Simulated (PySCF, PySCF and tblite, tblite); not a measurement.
# C6H8O: conformers and averaged spectra

Which conformers does C6H8O (`C=CC1=CCCO1`) populate, and what do their averaged NMR parameters look like?

Programs: PySCF 2.14.0 with density-fitted response routines of our own, and tblite 0.8.0. All values are computed, except where a source is named. Atoms count from 0 throughout.

## Step 1: The molecule as given

15 atoms, charge 0, multiplicity 1; geometry from: MMFF94s geometry.

Bonds of the start (Å): C0–C1 1.34, C0–H7 1.08, C0–H8 1.09, C1–C2 1.42, C1–H9 1.10, C2–C3 1.32, C2–O6 1.40, C3–C4 1.47, C3–H10 1.09, C4–C5 1.53, C4–H11 1.10, C4–H12 1.10, C5–H13 1.09, C5–H14 1.10, C5–O6 1.45.

## Step 2: GFN2-xTB relaxation, conformer 1

Job settings and geometry (Å):

```
{"job": {"xc": "GFN2-xTB", "basis": "xTB", "kind": "relax"}, "charge": 0, "multiplicity": 1}
C      2.586500     0.090100    -1.218600
C      1.810600    -0.298400    -0.200100
C      0.405300    -0.099800    -0.087700
C     -0.389100    -0.463500     0.907300
C     -1.770000    -0.023800     0.642700
C     -1.647500     0.435100    -0.815900
O     -0.242000     0.589400    -1.124100
H      3.651500    -0.094200    -1.218100
H      2.163400     0.612100    -2.071100
H      2.285800    -0.823000     0.643700
H     -0.078000    -0.988700     1.808500
H     -2.511800    -0.824100     0.741500
H     -2.052700     0.806600     1.305800
H     -2.059900    -0.307400    -1.504300
H     -2.156500     1.397600    -0.982400
```

The run is started by

```bash
> OMP_NUM_THREADS=1 python ens_run.py task.json out
```

The driver reads the study from task.json and runs its stages one after another.

Log:

```text
step      E/eV     max force
  0    -569.78207    1.572
  1    -569.84679    1.073
  2    -569.86075    0.391
  3    -569.86529    0.200
  4    -569.86816    0.152
  5    -569.87043    0.143
  6    -569.87231    0.135
  7    -569.87379    0.103
  8    -569.87469    0.075
  9    -569.87526    0.064
 10    -569.87588    0.070
 11    -569.87668    0.079
 12    -569.87779    0.112
 13    -569.87918    0.134
 14    -569.88069    0.120
 15    -569.88208    0.130
 16    -569.88325    0.103
 17    -569.88420    0.092
 18    -569.88505    0.084
 19    -569.88585    0.090
 20    -569.88658    0.089
 21    -569.88723    0.070
 22    -569.88784    0.085
 23    -569.88838    0.069
 24    -569.88881    0.051
 25    -569.88908    0.043
 26    -569.88923    0.034
 27    -569.88923    0.034
 28    -569.88929    0.027
 29    -569.88945    0.026
 30    -569.88951    0.028
 31    -569.88966    0.031
 32    -569.88978    0.032
 33    -569.88989    0.035
 34    -569.89002    0.039
 35    -569.89020    0.038
 36    -569.89039    0.035
 37    -569.89056    0.039
 38    -569.89070    0.033
 39    -569.89087    0.034
 40    -569.89105    0.031
 41    -569.89121    0.031
 42    -569.89135    0.027
 43    -569.89148    0.030
 44    -569.89160    0.024
 45    -569.89168    0.027
 46    -569.89175    0.021
 47    -569.89181    0.025
 48    -569.89186    0.021
 49    -569.89191    0.020
 50    -569.89195    0.022
 51    -569.89201    0.023
 52    -569.89210    0.033
 53    -569.89221    0.033
 54    -569.89233    0.033
 55    -569.89243    0.033
 56    -569.89253    0.030
 57    -569.89263    0.026
 58    -569.89276    0.028
 59    -569.89290    0.028
 60    -569.89305    0.033
 61    -569.89320    0.030
 62    -569.89333    0.024
 63    -569.89342    0.022
 64    -569.89350    0.019
 65    -569.89356    0.019
 66    -569.89360    0.015
 67    -569.89363    0.012
 68    -569.89364    0.010
 69    -569.89365    0.007
 70    -569.89366    0.005
 71    -569.89366    0.003
```

Wall time 0.57 s (1 thread of Arm Neoverse N1, shared host).

Gain 0.112 eV; displacement 0.15 Å root mean square.

## Step 3: Shieldings, conformer 1: PBE0/pcSseg-1

Job settings and geometry (Å):

```
{"job": {"xc": "PBE0", "basis": "pcSseg-1", "kind": "nmr", "pop": true}, "charge": 0, "multiplicity": 1}
C      2.567196     0.060544    -1.242223
C      1.858442    -0.282298    -0.172571
C      0.424648    -0.118967    -0.072756
C     -0.373897    -0.422097     0.957403
C     -1.793646    -0.082497     0.613465
C     -1.631109     0.476642    -0.813281
O     -0.246345     0.410004    -1.143893
H      3.634085    -0.074239    -1.284787
H      2.088230     0.488179    -2.106040
H      2.326137    -0.711715     0.702492
H     -0.075040    -0.843842     1.895747
H     -2.439028    -0.963827     0.638607
H     -2.213259     0.657362     1.299167
H     -2.184430    -0.107602    -1.555464
H     -1.946399     1.522343    -0.888779
```

Log:

```text
coarse grid: 12568 points
cycle   1  E = -308.1143259360  dE =  1.091e+00  |g| = 5.407e-01  |ddm| = 3.546e+00
cycle   2  E = -308.0777590343  dE =  3.657e-02  |g| = 7.216e-01  |ddm| = 1.031e+00
cycle   3  E = -308.1720866524  dE = -9.433e-02  |g| = 1.254e-01  |ddm| = 6.494e-01
cycle   4  E = -308.1749602802  dE = -2.874e-03  |g| = 4.654e-02  |ddm| = 1.292e-01
cycle   5  E = -308.1754350977  dE = -4.748e-04  |g| = 1.725e-02  |ddm| = 5.295e-02
cycle   6  E = -308.1755126806  dE = -7.758e-05  |g| = 3.642e-03  |ddm| = 1.761e-02
cycle   7  E = -308.1755159085  dE = -3.228e-06  |g| = 4.881e-04  |ddm| = 3.419e-03
final grid: 121432 points
cycle   8  E = -308.2288992456  dE = -2.689e-05  |g| = 1.130e-02  |ddm| = 3.311e-02
cycle   9  E = -308.2288705814  dE =  2.866e-05  |g| = 1.698e-02  |ddm| = 1.949e-02
cycle  10  E = -308.2289235869  dE = -5.301e-05  |g| = 2.236e-03  |ddm| = 1.274e-02
cycle  11  E = -308.2289248071  dE = -1.220e-06  |g| = 3.749e-04  |ddm| = 2.235e-03
cycle  12  E = -308.2289248372  dE = -3.012e-08  |g| = 1.461e-04  |ddm| = 4.129e-04
cycle  13  E = -308.2289248425  dE = -5.309e-09  |g| = 2.200e-05  |ddm| = 1.351e-04
cycle  14  E = -308.2289248426  dE = -9.436e-11  |g| = 8.273e-06  |ddm| = 2.330e-05
converged SCF energy = -308.2289248426

GIAO shielding tensors (ppm)
atom      isotropic    diamagn.    paramagn.     s11        s22        s33       span
  0 C       63.415     252.948    -189.532    -47.439     64.243    173.442    220.882
  1 C       53.604     253.473    -199.869    -63.031     67.442    156.402    219.433
  2 C       21.966     254.913    -232.947    -75.083     55.361     85.620    160.703
  3 C       81.228     255.286    -174.058     -2.657    107.825    138.515    141.172
  4 C      151.698     251.119     -99.421    126.665    157.918    170.512     43.847
  5 C      115.732     242.828    -127.096     74.431    102.230    170.535     96.104
  6 O      213.709     400.161    -186.452    143.718    194.192    303.217    159.499
  7 H       26.254      27.805      -1.552     24.035     25.560     29.166      5.132
  8 H       25.908      31.452      -5.544     22.981     24.063     30.678      7.697
  9 H       25.347      31.027      -5.680     23.324     24.044     28.672      5.348
 10 H       26.702      33.841      -7.138     24.682     26.523     28.902      4.219
 11 H       28.732      29.597      -0.864     24.803     26.367     35.025     10.222
 12 H       28.741      29.737      -0.997     24.823     26.378     35.021     10.198
 13 H       27.084      28.708      -1.624     22.468     26.537     32.247      9.779
 14 H       27.090      28.851      -1.762     22.442     26.551     32.276      9.835
```

Run time: 39 s. Hardware: 1 thread of Arm Neoverse N1, shared host.

In short: HOMO -5.96 eV, LUMO -0.62 eV; dipole 1.29 D.

The fields below are evaluated on a grid from the run's orbitals.

Frontier orbitals at PBE0/pcSseg-1, with the share of their density that lies nearest to each atom:

```
orbital  energy (eV)                                   lies on
   HOMO        -5.96                 C3 33 %; O6 18 %; C2 15 %
   LUMO        -0.62  C0 25 %; C1, C3 about 18 % each; C2 12 %
```

ELF in a plane through or near 11 of the atoms.

Ten even steps from ' ' (0.00) to '@' (1.00):
```
                                                        
                                                        
                                                        
                          ..####--                      
                --**..    ##@@@@@@::                    
              ++@@@@%%    %%@@@@@@::                    
              **@@@@@@--  --@@@@##::                    
              ::@@@@@@--..==..++****----..              
        **##::..==--::%%++++##--%%++::**--              
      ++@@@@@@++##++::@@..##**--**::..**--              
      %%@@@@@@--++##======##++..++@@##--..              
      ++@@@@%%--::**..  ==##++##--::**::                
        ::::--%%@@@@::..####++##..::==..                
            --@@@@@@::  ##%%**::==**++..                
            ..%%@@@@    ::==..  ..::..                  
              ..----                                    
                                                        
                                                        
                                                        
                                                        
```
The map spans 12.8 Å across and 9.6 Å up, centred on the molecule. Atoms in the plane (x, y in Å): C0 (-2.7, -0.4), C1 (-1.8, 0.5), C2 (-0.4, 0.3), C3 (0.6, 1.1), C4 (1.9, 0.4), C5 (1.5, -1.1), O6 (0.0, -1.0), H7 (-3.8, -0.2), H8 (-2.5, -1.5), H9 (-2.1, 1.6), H10 (0.5, 2.2).

log10 of the density (e/Å³) in the same plane.

Values, 10 rows by 14 columns:
```
-4.0 -4.0 -4.0 -4.0 -4.0 -4.0 -4.0 -4.0 -4.0 -4.0 -4.0 -4.0 -4.0 -4.0
-4.0 -4.0 -4.0 -4.0 -4.0 -3.8 -3.4 -2.7 -2.9 -3.9 -4.0 -4.0 -4.0 -4.0
-4.0 -4.0 -4.0 -3.2 -2.1 -2.0 -2.0 -0.8 -1.1 -2.5 -3.2 -4.0 -4.0 -4.0
-4.0 -4.0 -3.4 -2.1 -0.6 -0.3 -1.2  0.1 -0.2 -1.2 -1.8 -2.9 -4.0 -4.0
-4.0 -3.2 -1.8 -1.0 -0.2  0.7  0.1  0.3  0.2  0.3 -0.7 -2.3 -3.9 -4.0
-4.0 -2.7 -1.0  0.3  1.3 -0.2  0.0  0.1 -0.1  0.0 -1.2 -2.6 -4.0 -4.0
-4.0 -3.3 -1.9 -0.7  0.3 -0.9 -0.2  0.7  0.2 -0.2 -1.8 -3.3 -4.0 -4.0
-4.0 -4.0 -3.3 -2.0 -1.3 -1.8 -1.5 -1.2 -1.2 -1.2 -2.3 -3.9 -4.0 -4.0
-4.0 -4.0 -4.0 -3.7 -3.3 -3.6 -3.7 -3.2 -2.8 -2.8 -3.5 -4.0 -4.0 -4.0
-4.0 -4.0 -4.0 -4.0 -4.0 -4.0 -4.0 -4.0 -4.0 -4.0 -4.0 -4.0 -4.0 -4.0
```
The map spans 12.8 Å across and 9.6 Å up, centred on the molecule. Atoms in the plane (x, y in Å): C0 (-2.7, -0.4), C1 (-1.8, 0.5), C2 (-0.4, 0.3), C3 (0.6, 1.1), C4 (1.9, 0.4), C5 (1.5, -1.1), O6 (0.0, -1.0), H7 (-3.8, -0.2), H8 (-2.5, -1.5), H9 (-2.1, 1.6), H10 (0.5, 2.2).

On the surface of density 0.002 e/bohr³ the electrostatic potential runs, from the 1st to the 99th percentile, from -1.23 V near O6 to 0.81 V near H10.

## Step 4: Averages: properties at PBE0/pcSseg-1

Job settings and geometry (Å):

```
{"job": {"study": "conf", "smiles": "C=CC1=CCCO1", "search": {"seed": 2865, "n_embed": 60, "ff_keep": 14, "window": 4.0, "nmax": 10, "temps": [200, 298.15, 320, 350, 400], "t_ref": 298.15, "order": 0.0005, "w0": 0}, "level": {"nmr": {"xc": "PBE0", "basis": "pcSseg-1"}}, "kind": "conf"}, "charge": 0, "multiplicity": 1}
C      2.567196     0.060544    -1.242223
C      1.858442    -0.282298    -0.172571
C      0.424648    -0.118967    -0.072756
C     -0.373897    -0.422097     0.957403
C     -1.793646    -0.082497     0.613465
C     -1.631109     0.476642    -0.813281
O     -0.246345     0.410004    -1.143893
H      3.634085    -0.074239    -1.284787
H      2.088230     0.488179    -2.106040
H      2.326137    -0.711715     0.702492
H     -0.075040    -0.843842     1.895747
H     -2.439028    -0.963827     0.638607
H     -2.213259     0.657362     1.299167
H     -2.184430    -0.107602    -1.555464
H     -1.946399     1.522343    -0.888779
```

Log:

```text
conformer  sym    E(xTB)   E(DFT)   G(298.15 K)  weight  dipole/D
    1     Cs      0.000    0.000    0.000   1.0000    1.292

mean shielding (ppm) by class
class atoms           200 K   298.15 K      320 K      350 K      400 K
  0 C  0             63.415     63.415     63.415     63.415     63.415
  1 C  1             53.604     53.604     53.604     53.604     53.604
  2 C  2             21.966     21.966     21.966     21.966     21.966
  3 C  3             81.228     81.228     81.228     81.228     81.228
  4 C  4            151.698    151.698    151.698    151.698    151.698
  5 C  5            115.732    115.732    115.732    115.732    115.732
  6 O  6            213.709    213.709    213.709    213.709    213.709
  7 H  7             26.254     26.254     26.254     26.254     26.254
  8 H  8             25.908     25.908     25.908     25.908     25.908
  9 H  9             25.347     25.347     25.347     25.347     25.347
 10 H  10            26.702     26.702     26.702     26.702     26.702
 11 H  11,12         28.736     28.736     28.736     28.736     28.736
 12 H  13,14         27.087     27.087     27.087     27.087     27.087
```

It took 41 s on 1 thread of Arm Neoverse N1, shared host. This counts the runs that the step sums up.

The search (ETKDG, MMFF94s, GFN2-xTB) embedded 60 structures, kept 1 distinct ones after the force field and 1 after xTB; 1 was carried on (window 4.0 kcal/mol at the search's own energies). Energies: PBE0/pcSseg-1 with D3(BJ).

The conformers at 298 K:

```
no.  group  mirror pair  ΔE xTB  ΔE DFT    ΔG  weight (%)  μ (D)  C0–C1–C2–O6 (°)     A, B, C (GHz)
  1     Cs           no    0.00    0.00  0.00       100.0   1.29                0  6.91, 2.00, 1.58
```

Energies in kcal/mol. ΔG holds xTB vibrations and rotation, symmetry numbers and mirror pairs.

Shifts against references run at the same level (1H TMS 31.72, 13C TMS 186.9, 17O H2O 336.1 ppm of shielding), by class of atoms, at 298 K:

```
   atoms                                                  environment  average
      C2                                 alkene carbon bearing oxygen    165.0
      C1                                                    alkene CH    133.3
      C0                                         terminal =CH2 carbon    123.5
      C3                β carbon of an enol-ether or enamine type C=C    105.7
      C5                                          sp3 CH2 bonded to O     71.2
      C4                                              allylic sp3 CH2     35.2
      H9                                     hydrogen on an alkene CH     6.37
      H8                           hydrogen on a terminal =CH2 carbon     5.81
      H7                           hydrogen on a terminal =CH2 carbon     5.46
     H10  hydrogen on a β carbon of an enol-ether or enamine type C=C     5.01
H13, H14                           hydrogen on an sp3 CH2 bonded to O     4.63
H11, H12                               hydrogen on an allylic sp3 CH2     2.98
      O6                                                 ether oxygen    122.4
```

Effective distances for nuclear Overhauser effects, ⟨r⁻⁶⟩^(−1/6) over all pairs of two classes (Å): H7···H8 1.84; H7···H9 2.46; H11···H13 2.56; H9···H10 2.68; H10···H11 2.68; H8···H9 3.06.

## Step 5: Shieldings, conformer 1: LDA/pcSseg-1 in benzene

The job, as its differences from that of step 3:

```diff
@@ -1,2 +1,2 @@
-{"job": {"xc": "PBE0", "basis": "pcSseg-1", "kind": "nmr", "pop": true}, "charge": 0, "multiplicity": 1}
+{"job": {"xc": "LDA", "basis": "pcSseg-1", "solvent": "benzene", "grid": 1, "kind": "nmr", "pop": false}, "charge": 0, "multiplicity": 1}
 C      2.567196     0.060544    -1.242223
```

Log:

```text
final grid: 56040 points
cycle   1  E = -305.7901245818  dE =  8.513e-01  |g| = 6.956e-01  |ddm| = 3.635e+00
cycle   2  E = -305.6160767187  dE =  1.740e-01  |g| = 1.172e+00  |ddm| = 1.706e+00
cycle   3  E = -305.8841577077  dE = -2.681e-01  |g| = 2.689e-01  |ddm| = 1.247e+00
cycle   4  E = -305.8978827558  dE = -1.373e-02  |g| = 8.684e-02  |ddm| = 2.766e-01
cycle   5  E = -305.8992520551  dE = -1.369e-03  |g| = 4.681e-02  |ddm| = 1.152e-01
cycle   6  E = -305.8998747412  dE = -6.227e-04  |g| = 8.142e-03  |ddm| = 4.981e-02
cycle   7  E = -305.8998899566  dE = -1.522e-05  |g| = 2.928e-03  |ddm| = 8.930e-03
cycle   8  E = -305.8998920757  dE = -2.119e-06  |g| = 7.961e-04  |ddm| = 3.078e-03
cycle   9  E = -305.8998922045  dE = -1.288e-07  |g| = 3.287e-04  |ddm| = 6.889e-04
cycle  10  E = -305.8998922312  dE = -2.664e-08  |g| = 3.302e-05  |ddm| = 2.710e-04
cycle  11  E = -305.8998922314  dE = -2.402e-10  |g| = 1.143e-05  |ddm| = 4.183e-05
converged SCF energy = -305.8998922314

GIAO shielding tensors (ppm)
atom      isotropic    diamagn.    paramagn.     s11        s22        s33       span
  0 C       58.126     253.171    -195.045    -48.671     51.205    171.845    220.516
  1 C       45.492     254.064    -208.572    -69.021     53.108    152.388    221.410
  2 C       14.715     256.444    -241.729    -74.416     44.695     73.866    148.282
  3 C       72.785     255.370    -182.585     -7.278     93.216    132.418    139.696
  4 C      146.096     252.352    -106.256    118.623    151.694    167.971     49.347
  5 C      107.854     244.739    -136.885     62.640     91.816    169.107    106.467
  6 O      200.364     400.902    -200.538    122.238    184.797    294.057    171.819
  7 H       25.745      27.305      -1.560     23.724     25.185     28.326      4.602
  8 H       25.533      31.277      -5.744     22.603     23.892     30.105      7.502
  9 H       24.743      30.504      -5.761     22.806     23.404     28.020      5.214
 10 H       26.085      33.200      -7.115     24.327     25.949     27.978      3.651
 11 H       28.025      29.029      -1.004     24.100     25.810     34.166     10.066
 12 H       28.033      29.181      -1.149     24.122     25.819     34.157     10.035
 13 H       26.347      28.335      -1.989     21.771     25.928     31.340      9.569
 14 H       26.353      28.492      -2.139     21.741     25.943     31.374      9.633
```

It took 13 s on 1 thread of Arm Neoverse N1, shared host.

This run: HOMO -5.03 eV, LUMO -1.76 eV; dipole 1.71 D.

## Step 6: Single-point energy, conformer 1: wB97X/cc-pVDZ in benzene

The job, as its differences from that of step 5:

```diff
@@ -1,2 +1,2 @@
-{"job": {"xc": "LDA", "basis": "pcSseg-1", "solvent": "benzene", "grid": 1, "kind": "nmr", "pop": false}, "charge": 0, "multiplicity": 1}
+{"job": {"xc": "wB97X", "basis": "cc-pVDZ", "solvent": "benzene", "kind": "sp"}, "charge": 0, "multiplicity": 1}
 C      2.567196     0.060544    -1.242223
```

Log:

```text
coarse grid: 12568 points
cycle   1  E = -308.4840453318  dE =  1.512e+00  |g| = 5.423e-01  |ddm| = 7.068e+00
cycle   2  E = -308.4976346124  dE = -1.359e-02  |g| = 5.392e-01  |ddm| = 1.443e+00
cycle   3  E = -308.5483023454  dE = -5.067e-02  |g| = 5.826e-02  |ddm| = 6.675e-01
cycle   4  E = -308.5490740670  dE = -7.717e-04  |g| = 2.576e-02  |ddm| = 1.283e-01
cycle   5  E = -308.5492432361  dE = -1.692e-04  |g| = 6.130e-03  |ddm| = 5.286e-02
cycle   6  E = -308.5492564757  dE = -1.324e-05  |g| = 1.899e-03  |ddm| = 1.383e-02
cycle   7  E = -308.5492580300  dE = -1.554e-06  |g| = 6.378e-04  |ddm| = 4.484e-03
final grid: 121432 points
cycle   8  E = -308.5650199128  dE = -8.114e-05  |g| = 2.794e-03  |ddm| = 7.829e-02
cycle   9  E = -308.5650224947  dE = -2.582e-06  |g| = 1.372e-03  |ddm| = 1.208e-02
cycle  10  E = -308.5650228965  dE = -4.018e-07  |g| = 4.974e-04  |ddm| = 3.473e-03
cycle  11  E = -308.5650229594  dE = -6.291e-08  |g| = 1.598e-04  |ddm| = 1.334e-03
cycle  12  E = -308.5650229649  dE = -5.530e-09  |g| = 3.428e-05  |ddm| = 2.538e-04
cycle  13  E = -308.5650229654  dE = -4.219e-10  |g| = 1.412e-05  |ddm| = 9.912e-05
converged SCF energy = -308.5650229654
```

It took 16 s on 1 thread of Arm Neoverse N1, shared host.

In short: HOMO -8.00 eV, LUMO 1.68 eV; dipole 1.27 D.

## Step 7: Averages: properties at LDA/pcSseg-1 in benzene

The job, as its differences from that of step 4:

```diff
@@ -1,2 +1,2 @@
-{"job": {"study": "conf", "smiles": "C=CC1=CCCO1", "search": {"seed": 2865, "n_embed": 60, "ff_keep": 14, "window": 4.0, "nmax": 10, "temps": [200, 298.15, 320, 350, 400], "t_ref": 298.15, "order": 0.0005, "w0": 0}, "level": {"nmr": {"xc": "PBE0", "basis": "pcSseg-1"}}, "kind": "conf"}, "charge": 0, "multiplicity": 1}
+{"job": {"study": "conf", "smiles": "C=CC1=CCCO1", "search": {"seed": 2865, "n_embed": 60, "ff_keep": 14, "window": 4.0, "nmax": 10, "temps": [200, 298.15, 320, 350, 400], "t_ref": 298.15, "order": 0.0005, "w0": 0}, "level": {"nmr": {"xc": "LDA", "basis": "pcSseg-1", "solvent": "benzene", "grid": 1}, "sp": {"xc": "wB97X", "basis": "cc-pVDZ", "solvent": "benzene"}, "change": "LDA/pcSseg-1; solvent benzene; energies wB97X/cc-pVDZ; grid level 1", "top": 4}, "kind": "conf"}, "charge": 0, "multiplicity": 1}
 C      2.567196     0.060544    -1.242223
```

Log:

```text
conformer  sym    E(xTB)   E(DFT)   G(298.15 K)  weight  dipole/D
    1     Cs      0.000    0.000    0.000   1.0000    1.266

mean shielding (ppm) by class
class atoms           200 K   298.15 K      320 K      350 K      400 K
  0 C  0             58.126     58.126     58.126     58.126     58.126
  1 C  1             45.492     45.492     45.492     45.492     45.492
  2 C  2             14.715     14.715     14.715     14.715     14.715
  3 C  3             72.785     72.785     72.785     72.785     72.785
  4 C  4            146.096    146.096    146.096    146.096    146.096
  5 C  5            107.854    107.854    107.854    107.854    107.854
  6 O  6            200.364    200.364    200.364    200.364    200.364
  7 H  7             25.745     25.745     25.745     25.745     25.745
  8 H  8             25.533     25.533     25.533     25.533     25.533
  9 H  9             24.743     24.743     24.743     24.743     24.743
 10 H  10            26.085     26.085     26.085     26.085     26.085
 11 H  11,12         28.029     28.029     28.029     28.029     28.029
 12 H  13,14          26.35      26.35      26.35      26.35      26.35
```

It took 29 s on 1 thread of Arm Neoverse N1, shared host. This counts the runs that the step sums up.

Against the first level, at 298 K (shieldings, ppm; largest changes first):

```
   atoms  PBE0/pcSseg-1  LDA/pcSseg-1 in benzene  change
      O6          213.7                    200.4   -13.3
      C3           81.2                     72.8    -8.4
      C1           53.6                     45.5    -8.1
      C5          115.7                    107.9    -7.9
      C2           22.0                     14.7    -7.3
      C4          151.7                    146.1    -5.6
      C0           63.4                     58.1    -5.3
H13, H14          27.09                    26.35   -0.74
H11, H12          28.74                    28.03   -0.71
     H10          26.70                    26.09   -0.62
```

Weights: from PBE0/pcSseg-1 energies 1: 100 %; from wB97X/cc-pVDZ in benzene energies 1: 100 % (with a dispersion term where the level has one and the same thermal terms, so they don't follow from the SCF energies alone). Times: 41 s and 29 s.

## Step 8: Summary of results

```
                           quantity                                                 value
                         conformers  1; the first in weight is no. 1 (Cs), 100 % at 298 K
            root-mean-square dipole                                                1.29 D
averaged 13C shifts (PBE0/pcSseg-1)            165.0, 133.3, 123.5, 105.7, 71.2, 35.2 ppm
 averaged 1H shifts (PBE0/pcSseg-1)                6.37, 5.81, 5.46, 5.01, 4.63, 2.98 ppm
```

In words: The search found one conformer in the window, so the averages are its own values. Between PBE0/pcSseg-1 and LDA/pcSseg-1 in benzene, O6 changes most, by 13.3 ppm of raw shielding.
